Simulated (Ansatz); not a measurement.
# AsH₃+ (doublet): wave-function methods side by side at distance As1–H3 = 5.137 Å, 6-31G

Aim: climb from Hartree-Fock through coupled cluster and multireference methods for AsH₃+ (doublet) at one geometry and basis, and see what each rung misses.

Method: 6-31G, core rule «outside noble gas», up to 14 orbitals frozen; program: Ansatz 0.2.0, Gaussian basis.

To be run: UHF; CCSD(T) on ROHF; CCSD(T) on UHF; BCCD(T) on ROHF; CISD; CCSDT(Q) on ROHF; CCSDT(Q) on UHF; CASSCF and MRCISD+Q, 3 electrons in 3 orbitals; CASSCF and NEVPT2, 3 electrons in 3 orbitals; CASSCF and MRCISD+Q, 7 electrons in 7 orbitals; CASSCF and NEVPT2, 7 electrons in 7 orbitals; Full CI.

15 further runs of the same task are left out: 1 for a known fault of the program, 10 that didn't finish, 4 set aside as unsound or not needed.

## (1) The geometry

The geometry derives from a PBE0/def2-TZVP stationary point (not a proven minimum). One bond is set to the value named and the two fragments are kept rigid. No spin-orbit coupling is included. The filled d shell of As may be among the frozen orbitals whatever the setting's name suggests; the logs give the count.

4 atoms, charge 1, spin multiplicity 2.

Atoms are counted from 1 here; the program's logs count them from 0.

Bond lengths: As1–H2 1.497 Å, As1–H4 1.497 Å. Angles: H2–As1–H4 112.5°.

## (2) UHF

File in.yaml:

```yaml
crystal:
  periodic: [false, false, false]
  atoms:
    - {symbol: As, position_ang: [0.023065, -0.038960, -0.029205]}
    - {symbol: H, position_ang: [1.459177, -0.025197, 0.392917]}
    - {symbol: H, position_ang: [-2.488138, 4.211371, 1.391118]}
    - {symbol: H, position_ang: [-0.685460, -1.290254, 0.386787]}
basis:
  gaussian: {orbitals: 6-31G}
total_charge: 1
magnetization: {spin_polarized: true, initial_magnetization: 1}
hamiltonian: {xc: hf}
output: {orbitals: {seedname: orbitals}}
```

Launch:

```sh
ansatz run in.yaml --threads 1 --pin off --events-out ev --progress --plain --max-ram 2393MiB
```

After this run come: CCSD(T) on ROHF; CCSD(T) on UHF; BCCD(T) on ROHF; CISD; CCSDT(Q) on ROHF; CCSDT(Q) on UHF; CASSCF and MRCISD+Q, 3 electrons in 3 orbitals; CASSCF and NEVPT2, 3 electrons in 3 orbitals; CASSCF and MRCISD+Q, 7 electrons in 7 orbitals; CASSCF and NEVPT2, 7 electrons in 7 orbitals; Full CI.

Before running them: what should the planned runs give, taken together? Wanted: FCI below the RHF energy; RMP2 from FCI; UMP2 from FCI; RCCSD from FCI; RCCSD(T) from FCI; UCCSD(T) from FCI; RCCSDT(Q) from FCI; UCCSDT(Q) from FCI; NEVPT2 pair from FCI.

The runs gave:

| quantity | value |
| --- | --- |
| FCI below the RHF energy | -1.8543 eV |
| RMP2 from FCI | +13.03 kcal/mol |
| UMP2 from FCI | +13.16 kcal/mol |
| RCCSD from FCI | +0.55 kcal/mol |
| RCCSD(T) from FCI | +0.15 kcal/mol |
| UCCSD(T) from FCI | +0.24 kcal/mol |
| RCCSDT(Q) from FCI | +0.01 kcal/mol |
| UCCSDT(Q) from FCI | +0.05 kcal/mol |
| NEVPT2 pair from FCI | +9.85 kcal/mol |
| MRCISD+Q pair from FCI | -0.38 kcal/mol |
| NEVPT2 valence from FCI | +2.44 kcal/mol |
| levels within 1 kcal/mol (43 meV) | RCCSD, UCCSD, RCCSD(T), UCCSD(T), BCCD(T), RCCSDT, UCCSDT, RCCSDT(Q), UCCSDT(Q), MRCISD+Q pair, MRCISD valence, MRCISD+Q valence |
| T1 diagnostic | 0.010 |
| effectively unpaired electrons | 1.04 |

**Reading.** RCCSD(T) lands +0.15 kcal/mol from the yardstick (0.4 % of the correlation energy). MRCISD+Q pair falls below full CI: the +Q correction isn't variational, and the cores differ from full CI's. One determinant dominates. Of the multireference levels listed MRCISD+Q valence comes nearest in total energy (+0.12 kcal/mol), which doesn't show that its space is the better one. These misses are within one basis, not against nature; the frozen cores of restricted and unrestricted runs differ, which can shift their rows.
